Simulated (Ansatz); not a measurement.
# CH6OSSi: how energies converge with the basis set

One table from this session's results is given with a row withheld; the runs are named, their logs left out.

Method: one geometry, several basis sets; program: Ansatz 0.2.0, Gaussian basis.

Plan: PBE0-D4/def2-SVP; ωB97M-V/def2-SVP; PBE0-D4/def2-QZVPP; ωB97M-V/def2-QZVPP; the functionals' def2-TZVPP values are taken from earlier runs.

### The geometry

An earlier PBE0-D4 in a triple-zeta def2 set relaxation fixed the geometry.

SMILES `O[SiH2]CS`, 10 atoms, charge 0, spin multiplicity 1.

Atoms are counted from 1 here; the program's logs count them from 0.

Bond lengths: O1–Si2 1.643 Å, O1–H5 0.962 Å, Si2–C3 1.876 Å, Si2–H6 1.484 Å, Si2–H7 1.491 Å, C3–S4 1.818 Å, C3–H8 1.093 Å, C3–H9 1.092 Å, S4–H10 1.344 Å. Angles: Si2–O1–H5 114.2°, O1–Si2–C3 109.5°, O1–Si2–H6 106.5°, O1–Si2–H7 112.0°, C3–Si2–H6 112.3°, C3–Si2–H7 106.8°, H6–Si2–H7 109.8°, Si2–C3–S4 108.8°, Si2–C3–H8 109.8°, Si2–C3–H9 114.3°, S4–C3–H8 105.1°, S4–C3–H9 110.7°, H8–C3–H9 107.7°, C3–S4–H10 97.1°.

Set-up of the first run:

Contents of in.yaml:

```yaml
crystal:
  periodic: [false, false, false]
  atoms:
    - {symbol: O, position_ang: [-1.785029, 0.553125, -0.514599]}
    - {symbol: Si, position_ang: [-0.488246, 0.755297, 0.474239]}
    - {symbol: C, position_ang: [0.558151, -0.801355, 0.463128]}
    - {symbol: S, position_ang: [1.000242, -1.196509, -1.255805]}
    - {symbol: H, position_ang: [-1.577377, 0.137043, -1.356555]}
    - {symbol: H, position_ang: [-1.030275, 1.059147, 1.821417]}
    - {symbol: H, position_ang: [0.392374, 1.870230, 0.021397]}
    - {symbol: H, position_ang: [-0.037628, -1.651285, 0.806188]}
    - {symbol: H, position_ang: [1.450936, -0.748013, 1.089056]}
    - {symbol: H, position_ang: [1.599852, -0.028881, -1.545564]}
basis:
  gaussian: {orbitals: def2-SVP}
hamiltonian: {xc: pbe0, dispersion: d4}
output: {orbitals: {seedname: orbitals}}
```

On the command line:

```console
$ ansatz run in.yaml --threads 2 --pin off --events-out ev --progress --plain --max-ram 4352MiB
```

Steps of the session up to this table: PBE0-D4 in def2-SVP; ωB97M-V in def2-SVP; PBE0-D4 in def2-QZVPP; ωB97M-V in def2-QZVPP.

One table of the session follows, with a row left open; its other results are not shown here.

```
functional       basis  HOMO (eV)  LUMO (eV)
   PBE0-D4    def2-SVP      -6.97       0.64
   PBE0-D4  def2-TZVPP      -7.07       0.09
   PBE0-D4  def2-QZVPP      -7.10      -0.09
   ωB97M-V    def2-SVP      -9.15       2.64
   ωB97M-V  def2-TZVPP          ?          ?
   ωB97M-V  def2-QZVPP      -9.31       1.47
```

**Question.** Estimate the row for ωB97M-V, def2-TZVPP.

As computed: HOMO (eV): -9.28; LUMO (eV): 1.88. In the column «HOMO (eV)» it lies between ωB97M-V, def2-QZVPP (-9.31) and ωB97M-V, def2-SVP (-9.15).
